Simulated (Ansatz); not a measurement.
# CH5BFInS: the cost of one run

Method: RKS PBE/def2-SVP, in Ansatz 0.2.0.

## Step 1: The starting structure

Bond lengths: F1–In2 1.980 Å, In2–C3 2.260 Å, C3–B4 1.551 Å, B4–S5 1.768 Å, In2–H6 1.738 Å, C3–H7 1.088 Å, C3–H8 1.092 Å, B4–H9 1.171 Å, S5–H10 1.333 Å. Angles: F1–In2–C3 103.5°, F1–In2–H6 109.9°, C3–In2–H6 146.6°, In2–C3–B4 105.1°, In2–C3–H7 107.8°, In2–C3–H8 97.6°, B4–C3–H7 116.7°, B4–C3–H8 116.5°, H7–C3–H8 110.8°, C3–B4–S5 121.2°, C3–B4–H9 122.6°, S5–B4–H9 116.2°, B4–S5–H10 98.3°.

Structure file:

```xyz
10

F    -1.8778    0.0257    1.7743
In   -1.6521    0.5152   -0.1310
C     0.1644   -0.6695   -0.7674
B     1.3794    0.2031   -0.3588
S     1.8995    0.3178    1.3271
H    -2.8794    1.6524   -0.6001
H     0.0594   -0.8959   -1.8268
H    -0.0225   -1.5575   -0.1607
H     1.9848    0.8425   -1.1310
H     0.9443   -0.4337    1.8744
```

## Step 2: Relaxing end A

input.yaml

```yaml
crystal:
  periodic: [false, false, false]
  atoms:
    - { symbol: F, position_ang: [-1.87782, 0.02575, 1.77425] }
    - { symbol: In, position_ang: [-1.65209, 0.51524, -0.13102] }
    - { symbol: C, position_ang: [0.1644, -0.6695, -0.76738] }
    - { symbol: B, position_ang: [1.3794, 0.20307, -0.35877] }
    - { symbol: S, position_ang: [1.89954, 0.31778, 1.3271] }
    - { symbol: H, position_ang: [-2.87939, 1.65237, -0.60006] }
    - { symbol: H, position_ang: [0.05936, -0.8959, -1.82682] }
    - { symbol: H, position_ang: [-0.02249, -1.55755, -0.16069] }
    - { symbol: H, position_ang: [1.98478, 0.84247, -1.13102] }
    - { symbol: H, position_ang: [0.94431, -0.43373, 1.87439] }
basis:
  gaussian: { orbitals: def2-SVP }
hamiltonian:
  xc: pbe
relax:
  f_tol: 0.015
  max_steps: 40
```

Launch:

```
$ ansatz run input.yaml --threads 2 --pin off --max-ram 3072MiB --backend cpu --events-out ev --progress --plain --runs-dir out
```

Q: Estimate wall time and peak memory on 2 threads of Arm Neoverse V1, shared host.

About 56 s, with a peak of 0.18 GiB.
